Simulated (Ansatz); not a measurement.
# Rb2Ba5Si: the cost of one run

Method: DFT PBE, scalar-relativistic, plane waves, PAW, in Ansatz 0.2.0.

**1. The structure to begin with**

It takes space group P4/mmm (No. 123, tetragonal). Conventional cell: a = 7.348 Å, b = 7.348 Å, c = 8.396 Å, α = 90.00°, β = 90.00°, γ = 90.00°. Rb (site symmetry 4mm) is surrounded by 2 Rb at 4.09 to 4.30 Å and 8 Ba at 4.21 to 4.26 Å. Ba (site symmetry mmm) has 2 Si at 3.67 Å and 2 Ba at 4.20 Å in its first shell of neighbours. Around Ba (site symmetry mmm) lie 4 Ba at 3.67 to 4.20 Å and 4 Rb at 4.21 Å. Around Ba (site symmetry 4/mmm) lie 4 Ba at 3.67 Å and 2 Si at 4.20 Å. Si (site symmetry 4/mmm) is surrounded by 6 Ba at 3.67 to 4.20 Å.

Coordinates:

```xyz
8
Lattice="7.3482 0.0000 0.0000 0.0000 7.3482 0.0000 0.0000 0.0000 8.3959" Properties=species:S:1:pos:R:3 pbc="T T T"
Rb    3.6741    3.6741    6.2452
Rb    3.6741    3.6741    2.1507
Ba    3.6741    0.0000    0.0000
Ba    0.0000    3.6741    0.0000
Ba    3.6741    0.0000    4.1979
Ba    0.0000    3.6741    4.1979
Ba    0.0000    0.0000    4.1979
Si    0.0000    0.0000    0.0000
```

The cell was relaxed beforehand at this level, from a generated guess; it is a trial structure. At a tolerance of 0.05 Å it has space group P4/mmm (No. 123); it has 56.67 Å³/atom, an uncorrected energy of +0.40 eV/atom over the elements.

**2. Bands, states and charges**

input.yaml reads:

```yaml
crystal:
  lattice:
    - [7.3481518618, 0.0, 0.0]
    - [0.0, 7.3481518618, 0.0]
    - [0.0, 0.0, 8.3958842784]
  atoms:
    - { symbol: Rb, position: [0.5, 0.5, 0.7438384986] }
    - { symbol: Rb, position: [0.5, 0.5, 0.2561615014] }
    - { symbol: Ba, position: [0.5, 0.0, 0.0] }
    - { symbol: Ba, position: [0.0, 0.5, 0.0] }
    - { symbol: Ba, position: [0.5, 0.0, 0.5] }
    - { symbol: Ba, position: [0.0, 0.5, 0.5] }
    - { symbol: Ba, position: [0.0, 0.0, 0.5] }
    - { symbol: Si, position: [0.0, 0.0, 0.0] }
basis:
  ecutwfc: 420
kpoints:
  mp_grid: { grid: [6, 6, 6] }
  band_path:
    path:
      - [[0.0, 0.0, 0.0], [0.0, 0.5, 0.0], [0.5, 0.5, 0.0], [0.0, 0.0, 0.0], [0.0, 0.0, 0.5], [0.0, 0.5, 0.5], [0.5, 0.5, 0.5], [0.0, 0.0, 0.5]]
      - [[0.0, 0.5, 0.0], [0.0, 0.5, 0.5]]
      - [[0.5, 0.5, 0.0], [0.5, 0.5, 0.5]]
    npoints: 14
hamiltonian:
  xc: pbe
scf:
  occupations: { method: gaussian, width: 0.1 }
  n_extra_bands: 20
output:
  forces: true
  stress: true
  eigenvalues: true
  populations: true
  dos: { projected: true, de: 0.02, nscf_kmesh: { grid: [8, 8, 8] } }
  bader: true
```

Launch:

```bash
$ ansatz run input.yaml --threads 1 --pin off --max-ram 2560MiB --backend cpu --events-out ev --progress --plain --runs-dir out
```

What time and memory should one allow on 1 thread of AMD EPYC 7B13 (Zen 3), shared host?

About 4.6 min, with a peak of 1.9 GiB.
